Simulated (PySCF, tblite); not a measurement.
**C₇H₇F₃N₂: geometry, infrared bands and NMR shifts**

Aim: predict the infrared bands and NMR shifts of C₇H₇F₃N₂ (`CCc1nnccc1C(F)(F)F`).

Computed with tblite 0.8.0 and PySCF 2.14.0, with density-fitted response routines of our own, on a single molecule in the gas phase. Atoms are numbered from 0 throughout.

## (1) The starting structure

19 atoms, charge 0, multiplicity 1; geometry from: force field or distance geometry start.

Bonds of the start (Å): C0–C1 1.47, C1–C2 1.48, C2–N3 1.36, N3–N4 1.34, N4–C5 1.36, C5–C6 1.38, C6–C7 1.40, C7–C8 1.47, C8–F9 1.40, C8–F10 1.41, C8–F11 1.36, C7–C2 1.40, C0–H12 1.14, C0–H13 1.13, C0–H14 1.08, C1–H15 1.13, C1–H16 1.13, C5–H17 1.08, C6–H18 1.08.

## (2) Relaxing the molecule with GFN2-xTB

Job settings and geometry (Å):

```
{"job": {"kind": "relax", "xc": "GFN2-xTB", "basis": "xTB"}, "charge": 0, "multiplicity": 1}
C     -2.274700     0.086800    -0.835600
C     -1.585100    -0.401500     0.366200
C     -0.140000    -0.699200     0.241900
N      0.190800    -2.006500     0.098700
N      1.464200    -2.399700    -0.027000
C      2.452000    -1.469600    -0.052700
C      2.160800    -0.124800     0.075100
C      0.835400     0.298200     0.232800
C      0.512000     1.722600     0.375000
F      1.746700     2.374200     0.327400
F     -0.145000     2.239900    -0.758000
F     -0.086600     2.078700     1.547600
H     -3.057300    -0.665200    -1.175800
H     -2.911400     0.969300    -0.525900
H     -1.685000     0.292700    -1.722000
H     -2.128500    -1.328900     0.714300
H     -1.793300     0.324800     1.211400
H      3.457000    -1.861700    -0.167200
H      2.978300     0.579200     0.066300
```

On the command line:

```sh
OMP_NUM_THREADS=1 python probes_run.py task.json out
```

The driver reads the jobs from task.json and runs them one after another.

**Question.** This job is followed by: GFN2-xTB harmonic vibrations, gas phase; GIAO PBE0/pcSseg-1 NMR shielding, non-relativistic, gas phase. Predict these results of the whole session: strongest single infrared mode (GFN2-xTB); zero-point energy (GFN2-xTB); 13C shifts against TMS (PBE0/pcSseg-1); 1H shifts against TMS (PBE0/pcSseg-1, means over atoms taken as alike); 15N shifts against NH3 (PBE0/pcSseg-1); 19F shifts against CFCl3 (PBE0/pcSseg-1, means over atoms taken as alike).

The runs gave:

| quantity | value |
| --- | --- |
| strongest single infrared mode (GFN2-xTB) | 1041 cm⁻¹, 219 km/mol |
| zero-point energy (GFN2-xTB) | 83.4 kcal/mol |
| 13C shifts against TMS (PBE0/pcSseg-1) | 168.0, 153.6, 133.6, 130.8, 126.0, 32.8, 19.4 ppm |
| 1H shifts against TMS (PBE0/pcSseg-1, means over atoms taken as alike) | 9.73, 7.61, 3.52, 1.49 ppm |
| 15N shifts against NH3 (PBE0/pcSseg-1) | 487.1, 471.2 ppm |
| 19F shifts against CFCl3 (PBE0/pcSseg-1, means over atoms taken as alike) | -79.2 ppm |

What this shows: Relaxing lowered the energy by 0.882 eV in 95 steps; the close pair that moved most is C8–F10, from 1.408 to 1.343 Å. No mode is imaginary among the 51: a minimum at this level. The strongest single mode, at 1041 cm⁻¹, moves mainly C8. GFN2-xTB is a fitted tight-binding method: band positions and strengths are rough. Its intensities can rank the bands wrongly. At PBE0/pcSseg-1: The widest tensor belongs to N4: span 957 ppm, with a paramagnetic part of -543 ppm. NICS(1)zz of -27 ppm above the planar ring from C2 marks a diatropic (aromatic) ring current.
